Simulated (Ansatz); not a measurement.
**GdSi2: moment against volume, part 1 of 2**

At what volume does GdSi2 lose its moments? The runs shown use LAPW. Companion runs by PAW are cited. Its runs: free moments (LAPW); volume scaled by 0.9 (LAPW); volume scaled by 0.9, no spin polarisation (LAPW); volume scaled by 0.95 (LAPW); volume scaled by 0.95, no spin polarisation (LAPW); volume scaled by 1.05 (LAPW); volume scaled by 1.05, no spin polarisation (LAPW).

Method: DFT, LDA, all-electron LAPW, scalar-relativistic, in Ansatz 0.2.0.

## Step 1: The system as given

The structure is hexagonal, space group P6/mmm (No. 191). The conventional cell has a = 4.059 Å, b = 4.059 Å, c = 4.071 Å, α = 90.00°, β = 90.00°, γ = 120.00°. Gd (site symmetry 6/mmm) has 12 Si at 3.10 Å as nearest neighbours. Si (site symmetry -6m2) has 3 Si at 2.34 Å and 6 Gd at 3.10 Å as nearest neighbours.

Coordinates:

```cif
data_structure
_symmetry_space_group_name_H-M 'P6/mmm'
_symmetry_Int_Tables_number 191
_cell_length_a 4.0593
_cell_length_b 4.0593
_cell_length_c 4.0715
_cell_angle_alpha 90.000
_cell_angle_beta 90.000
_cell_angle_gamma 120.000
_cell_volume 58.10
loop_
_atom_site_label
_atom_site_type_symbol
_atom_site_symmetry_multiplicity
_atom_site_Wyckoff_symbol
_atom_site_fract_x
_atom_site_fract_y
_atom_site_fract_z
_atom_site_occupancy
Gd1 Gd 1 a 0.00000 0.00000 0.00000 1
Si1 Si 2 d 0.66667 0.33333 0.50000 1
```

The file gives the conventional cell by its symmetry; the runs use the cell typed in the input.

Atoms are numbered in the order of the input: Gd1, Si2, Si3.

## Step 2: Free moments, LAPW

input.yaml

```yaml
crystal:
  lattice:
    - [4.0593057695, 0.0, 0.0]
    - [-2.0296528848, 3.5154619181, 0.0]
    - [0.0, 0.0, 4.07149625]
  atoms:
    - { symbol: Gd, position: [0.0, 0.0, 0.0], spin: 7.0 }
    - { symbol: Si, position: [0.6666666667, 0.3333333333, 0.5] }
    - { symbol: Si, position: [0.3333333333, 0.6666666667, 0.5] }
magnetization:
  spin_polarized: true
kpoints:
  mp_grid: { grid: [8, 8, 7] }
scf:
  occupations: { method: fermi_dirac, width: 0.05 }
hamiltonian:
  xc: lda
  pseudopotentials: { kind: all_electron, lapw: { basis_error: 0.001 } }
output:
  forces: true
  stress: true
  eigenvalues: false
  populations: true
```

Command:

```
$ ansatz run input.yaml --threads 2 --pin off --max-ram 6144MiB --backend cpu --events-out ev --progress --plain --runs-dir out
```

The log of the run:

```text
settings of this run that can trade accuracy for cost: output.eigenvalues: false. Do not mix this run's numbers with those of runs without the same settings; the input reference describes each key
Gd: projections on atomic orbitals take those of the free atom 1s2 2s2 2p6 3s2 3p6 3d10 4s2 4p6 4d10 4f7 5s2 5p6 5d1 6s2, of charge +0.00 (hamiltonian.pseudopotentials.projection_atoms)
Si: projections on atomic orbitals take those of the free atom 1s2 2s2 2p6 3s2 3p2, of charge +0.00 (hamiltonian.pseudopotentials.projection_atoms)
LAPW: plane waves up to 7.643 Å⁻¹, error target 1.0e-3 eV per atom; small_component_spin mean_spin; Si in spheres of 1.172 Å, 12 of its electrons in bands, Dirac shells []; Gd in spheres of 1.552 Å, 34 of its electrons in bands, Dirac shells []
Engine: ansatz 0.2.0
Pseudopotentials: kind: all_electron
Pseudopotential: Gd, LAPW, valence charge 34, Koelling and Harmon's equation, gaussian nucleus
Pseudopotential: Si, LAPW, valence charge 12, Koelling and Harmon's equation, gaussian nucleus
Functional definition: SPW92
  exchange = slater_x
  correlation = pw_c
Crystal: 3 atoms, lattice volume = 58.102 Å³
Basis set: ecut = 222.557378606141 eV, 405 PW (Γ), exchange–correlation at level 2
Bands: 39, of which v1, the nominal top of the filled ones, is band 29 counted from 1 (28 counted from 0)
Symmetry: 24 space group operations
Space group: P6/mmm (ITA 191), of the structure as read, at distance tolerance 3.9e-5 Å
Magnetic group: BNS 191.233 (UNI 1463), of the structure as read, at distance tolerance 3.9e-5 Å
k-points: 40 of 448
Non-local potential: Gd, projectors of the file, none
Non-local potential: Si, projectors of the file, none
Initial density: superposition of atomic densities (chi_scale 0.1, normalization cell, long waves kept (reshape's long-wave potential 0.00 eV rms))
Starting moments: Σ|m| = 7 μB on 1 of 3 sites
Initial wavefunctions: plane waves of lowest kinetic energy (no species holds an atomic orbital)
Functional: x = slater, c = lda
iter 1 solved again at ethr=7.67e-4 eV; its pass at ethr=1.00e-1 eV (dr2=4.45e-1 eV) is discarded
SCF iter   1: F=—  HF=-322220.368669 eV  |F-HF|=—  |Δ(HF+E_count)|=         —  Δρ=1.05e-2 (↑9.56e-3 ↓1.05e-2)  dr2=4.46e-1  dr2_m=7.18e-4  M=6.946 μB ∫|m|=7.083 μB  β_m=0.30  ethr=7.67e-4  ⟨swp⟩=2.3  Hψ=19651  notcnv=0
Mixer restart at iter 1: flushing history
preconditioner: auto → Kerker (q_TF=auto, 2.727 Å⁻¹)  [metal: Δε(μ)=0.024 eV  Ē_g=11.384 eV  σ=0.050 eV  W_gap=0.12  n_scr=20 (ndim 8)  ℏωp=23.9 eV  f_vac=0.000  D(μ)=2.73/eV (n_scr^D=20)]
spin=Collinear: Kerker preconditioning applied to the charge; magnetization (m = ρ↑ − ρ↓) channel mixes plain (no charge-response kernel on spin).
SCF iter   2: F=—  HF=-322220.332915 eV  |F-HF|=—  |Δ(HF+E_count)|=   3.58e-2  Δρ=8.65e-3 (↑7.89e-3 ↓8.65e-3)  dr2=3.33e-1  dr2_m=4.32e-4  M=6.937 μB ∫|m|=7.087 μB  β_m=0.65  ethr=7.67e-4  ⟨swp⟩=2.0  Hψ=9090  notcnv=0
iter 3 solved again at ethr=2.79e-5 eV; its pass at ethr=5.75e-4 eV (dr2=1.62e-2 eV) is discarded
SCF iter   3: F=—  HF=-322220.335714 eV  |F-HF|=—  |Δ(HF+E_count)|=   2.80e-3  Δρ=2.19e-3 (↑2.19e-3 ↓2.09e-3)  dr2=1.61e-2  dr2_m=4.61e-4  M=6.836 μB ∫|m|=7.064 μB  β_m=0.54  ethr=2.79e-5  ⟨swp⟩=2.0  Hψ=15440  notcnv=0
SCF iter   4: F=—  HF=-322220.352197 eV  |F-HF|=—  |Δ(HF+E_count)|=   1.65e-2  Δρ=2.07e-3 (↑2.07e-3 ↓1.76e-3)  dr2=2.04e-2  dr2_m=3.53e-4  M=6.815 μB ∫|m|=7.064 μB  β_m=0.54  ethr=2.78e-5  ⟨swp⟩=2.5  Hψ=9114  notcnv=0
SCF iter   5: F=—  HF=-322220.380874 eV  |F-HF|=—  |Δ(HF+E_count)|=   2.87e-2  Δρ=9.44e-4 (↑9.44e-4 ↓7.94e-4)  dr2=3.97e-3  dr2_m=1.29e-4  M=6.721 μB ∫|m|=7.046 μB  β_m=0.81  ethr=2.78e-5  ⟨swp⟩=2.0  Hψ=8586  notcnv=0
SCF iter   6: F=—  HF=-322220.383976 eV  |F-HF|=—  |Δ(HF+E_count)|=   3.10e-3  Δρ=1.25e-4 (↑1.13e-4 ↓1.25e-4)  dr2=6.31e-6  dr2_m=6.64e-6  M=6.654 μB ∫|m|=7.036 μB  β_m=0.78  ethr=6.85e-6  ⟨swp⟩=2.0  Hψ=8801  notcnv=0
SCF iter   7: F=—  HF=-322220.383924 eV  |F-HF|=—  |Δ(HF+E_count)|=   5.15e-5  Δρ=6.68e-5 (↑5.11e-5 ↓6.68e-5)  dr2=2.61e-6  dr2_m=1.43e-6  M=6.646 μB ∫|m|=7.036 μB  β_m=0.87  ethr=1.09e-8  ⟨swp⟩=3.0  Hψ=9564  notcnv=0
SCF iter   8: F=—  HF=-322220.383952 eV  |F-HF|=—  |Δ(HF+E_count)|=   2.72e-5  Δρ=2.12e-5 (↑1.82e-5 ↓2.12e-5)  dr2=9.17e-7  dr2_m=9.09e-8  M=6.641 μB ∫|m|=7.036 μB  β_m=0.93  ethr=4.50e-9  ⟨swp⟩=3.0  Hψ=9498  notcnv=0
SCF iter   9: F=—  HF=-322220.383954 eV  |F-HF|=—  |Δ(HF+E_count)|=   2.19e-6  Δρ=7.97e-6 (↑6.98e-6 ↓7.97e-6)  dr2=2.63e-7  dr2_m=2.39e-9  M=6.640 μB ∫|m|=7.036 μB  β_m=0.97  ethr=1.58e-9  ⟨swp⟩=2.5  Hψ=8859  notcnv=0
SCF iter  10: F=—  HF=-322220.383954 eV  |F-HF|=—  |Δ(HF+E_count)|=  3.49e-10  Δρ=2.71e-6 (↑2.71e-6 ↓2.56e-6)  dr2=1.60e-8  dr2_m=1.05e-9  M=6.639 μB ∫|m|=7.036 μB  β_m=0.98  ethr=4.53e-10  ⟨swp⟩=2.2  Hψ=8820  notcnv=0
SCF iter  11: F=-322220.383954 eV  HF=-322220.383954 eV  |F-HF|=3.78e-8  |Δ(HF+E_count)|=   3.56e-8  Δρ=1.83e-6 (↑1.57e-6 ↓1.83e-6)  dr2=5.83e-9  dr2_m=8.33e-10  M=6.640 μB ∫|m|=7.036 μB  ethr=2.76e-11  ⟨swp⟩=2.4  Hψ=8845  notcnv=0
SCF 1 converged in 11 iterations: F = -322220.383954 eV  dr2 = 5.83e-9
SCF converged after 11 iterations
Magnetization: 6.6397 μB (32.3198 up, 25.6802 down)
Absolute magnetization: 7.0357 μB (∫|ρ↑−ρ↓|)
Spin contamination: 0.2417 ħ² per cell (⟨S²⟩ above its minimum at these occupations)
Per-site moments (μB) at R_I (Å): [(6.827904866473091, 1.5518532315185427), (-0.06125904763883838, 1.1718206219078016), (-0.06125904763883838, 1.1718206219078016)]
Free energy (F): -322220.383954 eV
Harris-Foulkes:  -322220.383954 eV  (|F-HF|=3.78e-8)
Internal energy: -322220.360224 eV  (E = F + TS)
E sigma→0 (E₀):  -322220.372089 eV
Entropy (-TS):   -0.023730 eV (-7.910 meV/atom)
Fermi energy:    14.028760 eV
--- Per-component energies (eV) ---
  E_band       = -4099.509158
  E_kinetic    = 348820.538911
  E_xc         = -7680.745165
  E_electrostatic = -663360.153970  (all electrons and nuclei)
  E_smearing   = -0.023730  (= −TS)
  E_closure    = 0.000000  (closes the sum)
  E_atoms      = -322192.179761  (free atoms, spherical and without spin; not in F)
  Σ components = -322220.383954   (vs F -322220.383954, Δ=0.00e0)
  Basis errors (estimates in eV, not in F): energy 4.0e-4 per atom: plane waves 3.6e-4 (1.9e-4 summed), levels above the bands 7.5e-35, relativity 6.6e-8, radial functions 4.6e-5, core shells 2.9e-7; eigenvalues (radial functions only) 6.1e-6; not estimated: angular momenta, meshes, grids; target (lapw.basis_error) 1.0e-3; muffin-tin radii Si 1.172 Å, Gd 1.552 Å
--- Forces (eV/Å), atoms counted from 1 ---
  atom   1  Gd     0.00000000    -0.00000000     0.00000000
  atom   2  Si     0.00000000     0.00000000     0.00000000
  atom   3  Si    -0.00000000    -0.00000000     0.00000000
  max |Σ_I F_I| component: 4.63e-18 eV/Å
--- Stress (GPa, compression-positive) ---
       -4.166042       0.000000       0.000000
        0.000000      -4.166042       0.000000
        0.000000       0.000000      -6.086992
  P = ⅓ Tr σ = -4.8064 GPa (-48.064 kbar)
--- Löwdin populations: 3 sites ---
  site symbol       q [e]    m [muB]
     0     Gd     63.7984     6.8776
     1     Si     14.0269    -0.1077
     2     Si     14.0269    -0.1077
  spilling = 0.001605 (of n_electrons = 92.000000)
settings of this run that can trade accuracy for cost: output.eigenvalues: false. Do not mix this run's numbers with those of runs without the same settings; the input reference describes each key
```

Wall time 35 s (2 threads of Arm Neoverse N1, shared host); peak memory 0.51 GiB.

In short: total moment 6.64 μB; site moments Gd1 6.83, Si2 -0.06, Si3 -0.06 μB; pressure -4.81 GPa.

## Step 3: Volume scaled by 0.9, LAPW

Edit input.yaml of step 2 so:

```diff
@@ -2,5 +2,5 @@
   lattice:
-    - [4.0593057695, 0.0, 0.0]
-    - [-2.0296528848, 3.5154619181, 0.0]
-    - [0.0, 0.0, 4.07149625]
+    - [3.9192166293, 0.0, 0.0]
+    - [-1.9596083147, 3.3941411639, 0.0]
+    - [0.0, 0.0, 3.9309864088]
   atoms:
```

Command:

```
$ ansatz run input.yaml --threads 2 --pin off --max-ram 6144MiB --backend cpu --events-out ev --progress --plain --runs-dir out
```

The log of the run:

```text
settings of this run that can trade accuracy for cost: output.eigenvalues: false. Do not mix this run's numbers with those of runs without the same settings; the input reference describes each key
Gd: projections on atomic orbitals take those of the free atom 1s2 2s2 2p6 3s2 3p6 3d10 4s2 4p6 4d10 4f7 5s2 5p6 5d1 6s2, of charge +0.00 (hamiltonian.pseudopotentials.projection_atoms)
Si: projections on atomic orbitals take those of the free atom 1s2 2s2 2p6 3s2 3p2, of charge +0.00 (hamiltonian.pseudopotentials.projection_atoms)
LAPW: plane waves up to 8.062 Å⁻¹, error target 1.0e-3 eV per atom; small_component_spin mean_spin; Si in spheres of 1.131 Å, 12 of its electrons in bands, Dirac shells []; Gd in spheres of 1.487 Å, 34 of its electrons in bands, Dirac shells []
[... 7 set-up lines as earlier in the session ...]
Crystal: 3 atoms, lattice volume = 52.291 Å³
Basis set: ecut = 247.64919957721133 eV, 443 PW (Γ), exchange–correlation at level 2
Bands: 39, of which v1, the nominal top of the filled ones, is band 29 counted from 1 (28 counted from 0)
[... 1 set-up line as earlier in the session ...]
Space group: P6/mmm (ITA 191), of the structure as read, at distance tolerance 3.7e-5 Å
Magnetic group: BNS 191.233 (UNI 1463), of the structure as read, at distance tolerance 3.7e-5 Å
k-points: 40 of 448
[... 3 set-up lines as earlier in the session ...]
Starting moments: Σ|m| = 7 μB on 1 of 3 sites
[... 2 set-up lines as earlier in the session ...]
iter 1 solved again at ethr=6.85e-4 eV; its pass at ethr=1.00e-1 eV (dr2=3.97e-1 eV) is discarded
SCF iter   1: F=—  HF=-322220.421960 eV  |F-HF|=—  |Δ(HF+E_count)|=         —  Δρ=1.14e-2 (↑1.09e-2 ↓1.14e-2)  dr2=3.99e-1  dr2_m=1.12e-3  M=6.879 μB ∫|m|=7.047 μB  β_m=0.30  ethr=6.85e-4  ⟨swp⟩=2.5  Hψ=20093  notcnv=0
Mixer restart at iter 1: flushing history
preconditioner: auto → Kerker (q_TF=auto, 2.776 Å⁻¹)  [metal: Δε(μ)=0.018 eV  Ē_g=11.637 eV  σ=0.050 eV  W_gap=0.09  n_scr=20 (ndim 8)  ℏωp=25.2 eV  f_vac=0.000  D(μ)=2.23/eV (n_scr^D=20)]
spin=Collinear: Kerker preconditioning applied to the charge; magnetization (m = ρ↑ − ρ↓) channel mixes plain (no charge-response kernel on spin).
SCF iter   2: F=—  HF=-322220.386981 eV  |F-HF|=—  |Δ(HF+E_count)|=   3.50e-2  Δρ=9.28e-3 (↑8.87e-3 ↓9.28e-3)  dr2=2.90e-1  dr2_m=7.82e-4  M=6.858 μB ∫|m|=7.050 μB  β_m=0.65  ethr=6.85e-4  ⟨swp⟩=2.0  Hψ=8963  notcnv=0
iter 3 solved again at ethr=1.47e-5 eV; its pass at ethr=5.00e-4 eV (dr2=8.55e-3 eV) is discarded
SCF iter   3: F=—  HF=-322220.369190 eV  |F-HF|=—  |Δ(HF+E_count)|=   1.78e-2  Δρ=1.80e-3 (↑1.76e-3 ↓1.80e-3)  dr2=8.49e-3  dr2_m=3.87e-4  M=6.742 μB ∫|m|=7.047 μB  β_m=0.57  ethr=1.47e-5  ⟨swp⟩=2.0  Hψ=15310  notcnv=0
SCF iter   4: F=—  HF=-322220.380464 eV  |F-HF|=—  |Δ(HF+E_count)|=   1.13e-2  Δρ=1.64e-3 (↑1.64e-3 ↓1.43e-3)  dr2=1.08e-2  dr2_m=2.66e-4  M=6.722 μB ∫|m|=7.046 μB  β_m=0.79  ethr=1.46e-5  ⟨swp⟩=2.8  Hψ=9107  notcnv=0
SCF iter   5: F=—  HF=-322220.395463 eV  |F-HF|=—  |Δ(HF+E_count)|=         —  Δρ=5.05e-4 (↑5.05e-4 ↓4.34e-4)  dr2=8.04e-4  dr2_m=4.59e-5  M=6.649 μB ∫|m|=7.034 μB  β_m=0.89  ethr=1.46e-5  ⟨swp⟩=2.0  Hψ=8671  notcnv=0
the basis was enlarged: its passes take 84.0 KiB over the memory plan, 2 of 2 planned eigensolver slots
SCF iter   6: F=—  HF=-322220.395925 eV  |F-HF|=—  |Δ(HF+E_count)|=   4.62e-4  Δρ=1.24e-4 (↑1.24e-4 ↓9.01e-5)  dr2=2.35e-5  dr2_m=3.24e-6  M=6.621 μB ∫|m|=7.030 μB  β_m=0.87  ethr=1.39e-6  ⟨swp⟩=2.3  Hψ=8704  notcnv=0
SCF iter   7: F=—  HF=-322220.395629 eV  |F-HF|=—  |Δ(HF+E_count)|=   2.96e-4  Δρ=3.86e-5 (↑3.30e-5 ↓3.86e-5)  dr2=2.48e-6  dr2_m=1.93e-7  M=6.616 μB ∫|m|=7.029 μB  β_m=0.88  ethr=4.06e-8  ⟨swp⟩=2.9  Hψ=9079  notcnv=0
SCF iter   8: F=—  HF=-322220.395627 eV  |F-HF|=—  |Δ(HF+E_count)|=   1.77e-6  Δρ=2.06e-5 (↑1.96e-5 ↓2.06e-5)  dr2=1.72e-6  dr2_m=9.31e-9  M=6.614 μB ∫|m|=7.029 μB  β_m=0.94  ethr=4.28e-9  ⟨swp⟩=2.3  Hψ=8710  notcnv=0
SCF iter   9: F=—  HF=-322220.395627 eV  |F-HF|=—  |Δ(HF+E_count)|=   1.44e-7  Δρ=7.18e-6 (↑6.62e-6 ↓7.18e-6)  dr2=1.50e-7  dr2_m=1.22e-9  M=6.614 μB ∫|m|=7.029 μB  β_m=0.87  ethr=2.97e-9  ⟨swp⟩=2.0  Hψ=8680  notcnv=0
SCF iter  10: F=-322220.395627 eV  HF=-322220.395627 eV  |F-HF|=2.97e-9  |Δ(HF+E_count)|=   4.55e-8  Δρ=2.44e-6 (↑2.44e-6 ↓2.08e-6)  dr2=1.37e-8  dr2_m=1.93e-10  M=6.614 μB ∫|m|=7.029 μB  ethr=2.58e-10  ⟨swp⟩=2.0  Hψ=8681  notcnv=0
SCF 1 converged in 10 iterations: F = -322220.395627 eV  dr2 = 1.37e-8
SCF converged after 10 iterations
Magnetization: 6.6141 μB (32.3070 up, 25.6930 down)
Absolute magnetization: 7.0290 μB (∫|ρ↑−ρ↓|)
Spin contamination: 0.2367 ħ² per cell (⟨S²⟩ above its minimum at these occupations)
Per-site moments (μB) at R_I (Å): [(6.8080238346070665, 1.4867426896873646), (-0.062353119431207915, 1.1313803711091548), (-0.062353119431207915, 1.1313803711091548)]
Free energy (F): -322220.395627 eV
Harris-Foulkes:  -322220.395627 eV  (|F-HF|=2.97e-9)
Internal energy: -322220.376274 eV  (E = F + TS)
E sigma→0 (E₀):  -322220.385950 eV
Entropy (-TS):   -0.019353 eV (-6.451 meV/atom)
Fermi energy:    15.815382 eV
--- Per-component energies (eV) ---
  E_band       = -3991.678526
  E_kinetic    = 348830.941851
  E_xc         = -7683.848271
  E_electrostatic = -663367.469853  (all electrons and nuclei)
  E_smearing   = -0.019353  (= −TS)
  E_closure    = 0.000000  (closes the sum)
  E_atoms      = -322192.179761  (free atoms, spherical and without spin; not in F)
  Σ components = -322220.395627   (vs F -322220.395627, Δ=0.00e0)
  Basis errors (estimates in eV, not in F): energy 4.0e-4 per atom: plane waves 3.6e-4 (2.0e-4 summed), levels above the bands 1.5e-37, relativity 6.4e-8, radial functions 4.0e-5, core shells 1.0e-6; eigenvalues (radial functions only) 3.6e-6; not estimated: angular momenta, meshes, grids; target (lapw.basis_error) 1.0e-3; muffin-tin radii Si 1.131 Å, Gd 1.487 Å
--- Forces (eV/Å), atoms counted from 1 ---
  atom   1  Gd     0.00000000     0.00000000     0.00000000
  atom   2  Si    -0.00000000     0.00000000     0.00000000
  atom   3  Si     0.00000000    -0.00000000     0.00000000
  max |Σ_I F_I| component: 2.31e-18 eV/Å
--- Stress (GPa, compression-positive) ---
        7.137348       0.000000       0.000000
        0.000000       7.137348      -0.000000
        0.000000      -0.000000       1.393467
  P = ⅓ Tr σ = 5.2227 GPa (52.227 kbar)
--- Löwdin populations: 3 sites ---
  site symbol       q [e]    m [muB]
     0     Gd     63.9536     6.8637
     1     Si     13.9457    -0.1122
     2     Si     13.9457    -0.1122
  spilling = 0.001686 (of n_electrons = 92.000000)
settings of this run that can trade accuracy for cost: output.eigenvalues: false. Do not mix this run's numbers with those of runs without the same settings; the input reference describes each key
```

Run time: 35 s. Hardware: 2 threads of Arm Neoverse N1, shared host; peak memory 0.52 GiB.

Result: total moment 6.61 μB; site moments Gd1 6.81, Si2 -0.06, Si3 -0.06 μB; pressure 5.22 GPa.

## Step 4: Volume scaled by 0.9, no spin polarisation, LAPW

Edit input.yaml of step 3 so:

```diff
@@ -6,7 +6,5 @@
   atoms:
-    - { symbol: Gd, position: [0.0, 0.0, 0.0], spin: 7.0 }
+    - { symbol: Gd, position: [0.0, 0.0, 0.0] }
     - { symbol: Si, position: [0.6666666667, 0.3333333333, 0.5] }
     - { symbol: Si, position: [0.3333333333, 0.6666666667, 0.5] }
-magnetization:
-  spin_polarized: true
 kpoints:
@@ -22,2 +20 @@
   eigenvalues: false
-  populations: true
```

Command:

```
$ ansatz run input.yaml --threads 2 --pin off --max-ram 6144MiB --backend cpu --events-out ev --progress --plain --runs-dir out
```

The log of the run (excerpt; [...] marks lines left out):

```text
settings of this run that can trade accuracy for cost: output.eigenvalues: false. Do not mix this run's numbers with those of runs without the same settings; the input reference describes each key
LAPW: plane waves up to 8.062 Å⁻¹, error target 1.0e-3 eV per atom; small_component_spin mean_spin; Si in spheres of 1.131 Å, 12 of its electrons in bands, Dirac shells []; Gd in spheres of 1.487 Å, 34 of its electrons in bands, Dirac shells []
[...]
  atom   2  Si    -0.00000000     0.00000000     0.00000000
  atom   3  Si     0.00000000    -0.00000000     0.00000000
[...]
--- Stress (GPa, compression-positive) ---
        2.620623       0.000000       0.000000
        0.000000       2.620623       0.000000
        0.000000       0.000000      -3.236565
  P = ⅓ Tr σ = 0.6682 GPa (6.682 kbar)
settings of this run that can trade accuracy for cost: output.eigenvalues: false. Do not mix this run's numbers with those of runs without the same settings; the input reference describes each key
```

Run time: 22 s. Hardware: 2 threads of Arm Neoverse N1, shared host; peak memory 0.36 GiB.

Read from it: pressure 0.67 GPa.

(Continued in part 2 of 2.)
